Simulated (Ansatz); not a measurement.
# SnH4SeO: how energies converge with the basis set

How large a basis does SnH4SeO need? Two functionals are run in growing sets.

Computed with Ansatz 0.2.0, Gaussian basis. Level: one geometry, several basis sets.

Plan: PBE0-D4/def2-SVP; ωB97M-V/def2-SVP; PBE0-D4/def2-QZVPP; ωB97M-V/def2-QZVPP; the functionals' def2-TZVPP values are taken from earlier runs.

## 1. Structure used throughout

All runs share one geometry, relaxed beforehand with PBE0-D4 in a triple-zeta def2 set. Sn takes the def2 core potential; no spin-orbit term is included.

SMILES `[OH][SnH2][SeH]`, 7 atoms, charge 0, spin multiplicity 1.

Atoms are counted from 1 here; the program's logs count them from 0.

Bond lengths: O1–Sn2 1.964 Å, O1–H4 0.960 Å, Sn2–Se3 2.526 Å, Sn2–H5 1.706 Å, Sn2–H6 1.698 Å, Se3–H7 1.469 Å. Angles: Sn2–O1–H4 112.5°, O1–Sn2–Se3 108.8°, O1–Sn2–H5 110.0°, O1–Sn2–H6 103.1°, Se3–Sn2–H5 106.2°, Se3–Sn2–H6 113.0°, H5–Sn2–H6 115.7°, Sn2–Se3–H7 91.6°.

As a file:

```xyz
7
charge 0, multiplicity 1
O    -1.67615   -0.43101   -0.24994
Sn   -0.06599    0.66304    0.01184
Se    1.96876   -0.81673   -0.21180
H    -1.58393   -1.05419   -0.97483
H     0.05396    1.82837   -1.22792
H    -0.26948    1.27766    1.58183
H     1.63403   -1.53503    1.02513
```

## 2. PBE0-D4 in def2-SVP

Contents of in.yaml:

```yaml
crystal:
  periodic: [false, false, false]
  atoms:
    - {symbol: O, position_ang: [-1.676148, -0.431007, -0.249940]}
    - {symbol: Sn, position_ang: [-0.065995, 0.663040, 0.011836]}
    - {symbol: Se, position_ang: [1.968760, -0.816733, -0.211804]}
    - {symbol: H, position_ang: [-1.583928, -1.054189, -0.974829]}
    - {symbol: H, position_ang: [0.053963, 1.828369, -1.227922]}
    - {symbol: H, position_ang: [-0.269478, 1.277656, 1.581833]}
    - {symbol: H, position_ang: [1.634027, -1.535035, 1.025125]}
basis:
  gaussian: {orbitals: def2-SVP}
hamiltonian: {xc: pbe0, dispersion: d4}
output: {orbitals: {seedname: orbitals}}
```

On the command line:

```console
$ ansatz run in.yaml --threads 2 --pin off --events-out ev --progress --plain --max-ram 4352MiB
```

Further steps of the session: ωB97M-V in def2-SVP; PBE0-D4 in def2-QZVPP; ωB97M-V in def2-QZVPP.

Before running them: what should the planned runs give, taken together? Wanted: PBE0-D4: double and triple zeta above quadruple; ωB97M-V: double and triple zeta above quadruple.

As calculated:

| quantity | value |
| --- | --- |
| PBE0-D4: double and triple zeta above quadruple | 12.68, 1.57 eV |
| ωB97M-V: double and triple zeta above quadruple | 12.71, 1.53 eV |

**Reading.** PBE0-D4 gains 11.11 eV from double to triple zeta, then 1.57 eV more. These are total energies; as a rule much of such shifts cancels in differences, which this series doesn't test. The LUMO of ωB97M-V is positive and keeps falling with the basis (1.44 to 0.69 eV): an unbound level that the basis holds in place.
